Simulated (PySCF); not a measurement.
# C2H9NOSi: the cost of one run

Programs: PySCF 2.14.0, with density-fitted response routines of our own. Each step states its level of theory. These are calculated values for one molecule in the gas phase, unless marked as measured. Atoms are numbered from 0 throughout.

## 1. Starting geometry

14 atoms, charge 0, multiplicity 1; geometry from: GFN2-xTB. The atoms were then displaced at random by about 0.01 Å, so the start is not that level's minimum.

Bonds of the start (Å): C0–N1 1.46, N1–Si2 1.73, Si2–O3 1.57, O3–C4 1.42, C0–H5 1.06, C0–H6 1.11, C0–H7 1.10, N1–H8 0.99, Si2–H9 1.46, Si2–H10 1.48, C4–H11 1.08, C4–H12 1.12, C4–H13 1.10.

## 2. Relaxing the molecule at PBE0-D3(BJ)/def2-SVP

What the job is given:

```
{"job": {"xc": "PBE0", "basis": "def2-SVP", "d3": "d3bj", "grid": 1, "shake": 0.01, "kind": "geom"}, "charge": 0, "multiplicity": 1}
C      2.346950     0.022200    -0.473230
N      0.923290    -0.289310    -0.339200
Si    -0.087410     0.338590     0.912840
O     -1.522020    -0.290290     0.801140
C     -2.476150    -0.206440    -0.250240
H      2.964740    -0.544480     0.177680
H      2.472660     1.093190    -0.219080
H      2.665660    -0.100010    -1.514050
H      0.747580    -1.230020    -0.611160
H     -0.019230     1.790260     0.735360
H      0.200660    -0.077100     2.303660
H     -1.984470    -0.310140    -1.205920
H     -3.009820     0.778330    -0.219890
H     -3.229590    -0.989850    -0.105660
```

The run is started by

```bash
OMP_NUM_THREADS=1 python probes_run.py task.json out
```

One launch serves the whole session: the jobs run in the order shown.

**Question.** How long does this first job take on 1 thread of Arm Neoverse V1, shared host, and how much memory does it need?

About 1.8 min, with a peak of 0.51 GiB.
